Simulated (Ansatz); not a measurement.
**Ga₂P (doublet): from Hartree-Fock to the top rungs at a displaced geometry (v2), cc-pVDZ**

An exercise on one series of results from a longer session: the logs are not shown, and one member is left open.

Program: Ansatz 0.2.0, Gaussian basis. Level of theory: cc-pVDZ, core rule «outside noble gas», up to 33 orbitals frozen. These are calculated values, not measurements.

To be run: UHF; CCSD(T) on ROHF; BCCD(T) on ROHF; CISD as a restricted active space (open shells left free, so some higher excitations enter); CCSDT(Q) on ROHF; CCSDT(Q) on UHF.

25 further runs of the same task are left out: 2 for a known fault of the program, 12 that didn't finish, 11 set aside as unsound or not needed. Runs told in other sessions of the task aren't counted.

## The geometry

The geometry is a PBE0/def2-TZVP stationary point (not a proven minimum) with its atoms shifted at random (size 0.100 Å). No spin-orbit coupling is included. The filled d shell of Ga may be among the frozen orbitals whatever the setting's name suggests.

3 atoms, charge 0, spin multiplicity 2.

Atoms are counted from 1 here; the program's logs count them from 0.

Bond lengths: Ga1–P2 2.380 Å, P2–Ga3 2.395 Å. Angles: Ga1–P2–Ga3 174.1°.

The first run:

The input, in.yaml:

```yaml
crystal:
  periodic: [false, false, false]
  atoms:
    - {symbol: Ga, position_ang: [0.084376, 0.005225, 2.380598]}
    - {symbol: P, position_ang: [-0.080498, 0.013599, 0.006591]}
    - {symbol: Ga, position_ang: [-0.003878, -0.018825, -2.387189]}
basis:
  gaussian: {orbitals: cc-pVDZ}
magnetization: {spin_polarized: true, initial_magnetization: 1}
hamiltonian: {xc: hf}
output: {orbitals: {seedname: orbitals}}
```

On the command line:

```console
$ ansatz run in.yaml --threads 1 --pin off --events-out ev --progress --plain --max-ram 2393MiB
```

Among the steps run: UHF; CCSD(T) on ROHF; BCCD(T) on ROHF; CISD as a restricted active space (open shells left free, so some higher excitations enter); CCSDT(Q) on ROHF; CCSDT(Q) on UHF.

One table of the session follows, with a row left open; its other results are not shown here.

| method | from RCCSDT(Q) (kcal/mol) |
| --- | --- |
| ROHF | ? |
| RMP2 | +30.48 |
| RCCSD | +7.50 |
| RCCSD(T) | +1.50 |
| BCCD(T) | +1.44 |
| RCCSDT | +0.53 |
| RCCSDT(Q) | 0 |

**Question.** Estimate the row for ROHF.

As computed: from RCCSDT(Q) (kcal/mol): +145.93. In the column «from RCCSDT(Q) (kcal/mol)» it is the highest.

Not comparable, so not listed: CISD as a restricted active space (open shells left free, so some higher excitations enter); CCSDT(Q) on UHF (they don't share determinant, frozen orbitals or solution with the rows shown, or repeat one).
